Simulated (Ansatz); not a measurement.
Turn this script for Ansatz 0.2.0, Python API into the input file that the command-line program reads.

`ch7nsesi_opt.py`
```python
import itertools

import ansatz as az
from ase.data import atomic_numbers, covalent_radii
import numpy as np

geometry_ang = [
    ("N", (-0.2833, 1.5843, -0.379)),
    ("C", (-0.5924, 0.1949, -0.2629)),
    ("Si", (0.6763, -0.6337, 0.7998)),
    ("Se", (-0.5199, -0.6142, -2.0309)),
    ("H", (0.6355, 1.7633, -0.7863)),
    ("H", (-0.3654, 2.078, 0.5596)),
    ("H", (-1.56, 0.0468, 0.2042)),
    ("H", (0.4417, -2.0516, 0.9234)),
    ("H", (0.7056, -0.0065, 2.1928)),
    ("H", (2.0382, -0.4631, 0.227)),
    ("H", (-1.111, -1.9551, -1.427)),
]
geometry = az.Crystal.molecule()
for symbol, xyz in geometry_ang:
    geometry = geometry.atom(symbol, xyz)

setup = (
    geometry.calculation()
    .basis(gaussian="def2-SVP")
    .functional("PBE0")
)
symbols = [site.symbol for site in geometry.cartesian_sites]
start = np.array([site.position_ang for site in geometry.cartesian_sites], dtype=float)
def progress(event):
    if event["event"] == "relax_step":
        row = event["data"]
        print(f"step {row['step']:3d}  E = {row['lagrangian_ev']:.6f} eV  largest force component {row['allowed_force_max_ev_ang']:.4f} eV/A")


rep = setup.relax(force_tolerance=0.005).session().plan().execute(on_event=progress).report
end = np.array(rep["positions_ang"])

for key in ("converged", "free_energy_ev", "reference_energy_ev", "n_frozen", "n_occupied", "n_virtual"):
    print(f"{key:22s} {rep[key]}")

radius = [covalent_radii[atomic_numbers[s]] for s in symbols]
span = lambda where, i, j: np.linalg.norm(where[i] - where[j])
bonded = [(i, j) for i, j in itertools.combinations(range(len(symbols)), 2) if min(span(start, i, j), span(end, i, j)) < 1.2 * (radius[i] + radius[j])]
print("pair        before    after (A)")
for i, j in bonded:
    print(f"{symbols[i]}{i}-{symbols[j]}{j}".ljust(10), f"{span(start, i, j):8.4f} {span(end, i, j):8.4f}")
with open("ch7nsesi_opt.xyz", "w") as handle:
    handle.write(f"{len(symbols)}\nrelaxed CH7NSeSi\n")
    handle.writelines(f"{s:2s} {x:11.6f} {y:11.6f} {z:11.6f}\n" for s, (x, y, z) in zip(symbols, end))
```

Output of `python ch7nsesi_opt.py`:
```text
step   1  E = -75840.796041 eV  largest force component 1.9424 eV/A
step   2  E = -75841.141060 eV  largest force component 0.5240 eV/A
step   3  E = -75841.172302 eV  largest force component 0.3150 eV/A
step   4  E = -75841.183432 eV  largest force component 0.1059 eV/A
step   5  E = -75841.196361 eV  largest force component 0.1590 eV/A
step   6  E = -75841.197747 eV  largest force component 0.2046 eV/A
step   7  E = -75841.195793 eV  largest force component 0.2364 eV/A
step   8  E = -75841.204180 eV  largest force component 0.0451 eV/A
step   9  E = -75841.205579 eV  largest force component 0.0239 eV/A
step  10  E = -75841.205760 eV  largest force component 0.0153 eV/A
step  11  E = -75841.205779 eV  largest force component 0.0051 eV/A
step  12  E = -75841.205781 eV  largest force component 0.0032 eV/A
converged              True
free_energy_ev         -75841.20580802756
reference_energy_ev    -75841.20580802756
n_frozen               0
n_occupied             [34, 34]
n_virtual              [79, 79]
pair        before    after (A)
N0-C1        1.4281   1.4472
N0-H4        1.0208   1.0182
N0-H5        1.0637   1.0167
C1-Si2       1.8508   1.9029
C1-Se3       1.9457   1.9859
C1-H6        1.0846   1.1012
Si2-H7       1.4425   1.4958
Si2-H8       1.5280   1.4992
Si2-H9       1.4873   1.4942
Se3-H10      1.5850   1.4737
```

`input.yaml`:
```yaml
crystal:
  periodic: [false, false, false]
  atoms:
    - { symbol: "N", position_ang: [-0.2833, 1.5843, -0.379] }
    - { symbol: C, position_ang: [-0.5924, 0.1949, -0.2629] }
    - { symbol: Si, position_ang: [0.6763, -0.6337, 0.7998] }
    - { symbol: Se, position_ang: [-0.5199, -0.6142, -2.0309] }
    - { symbol: H, position_ang: [0.6355, 1.7633, -0.7863] }
    - { symbol: H, position_ang: [-0.3654, 2.078, 0.5596] }
    - { symbol: H, position_ang: [-1.56, 0.0468, 0.2042] }
    - { symbol: H, position_ang: [0.4417, -2.0516, 0.9234] }
    - { symbol: H, position_ang: [0.7056, -0.0065, 2.1928] }
    - { symbol: H, position_ang: [2.0382, -0.4631, 0.227] }
    - { symbol: H, position_ang: [-1.111, -1.9551, -1.427] }
basis:
  gaussian:
    orbitals: def2-SVP
hamiltonian:
  xc: pbe0
relax:
  f_tol: 0.005
```

Notes:
- Total energies depend on the basis set; only differences at equal settings carry meaning.
- The end point is the stationary point reached from this start; no frequency run checks that it is a minimum, and the basis set is modest.
- Timing: 82 s on 1 thread of Arm Neoverse V1, on a shared host, peak memory 0.35 GiB.

(Lines on the test bed's own set-up are left out of the output.)
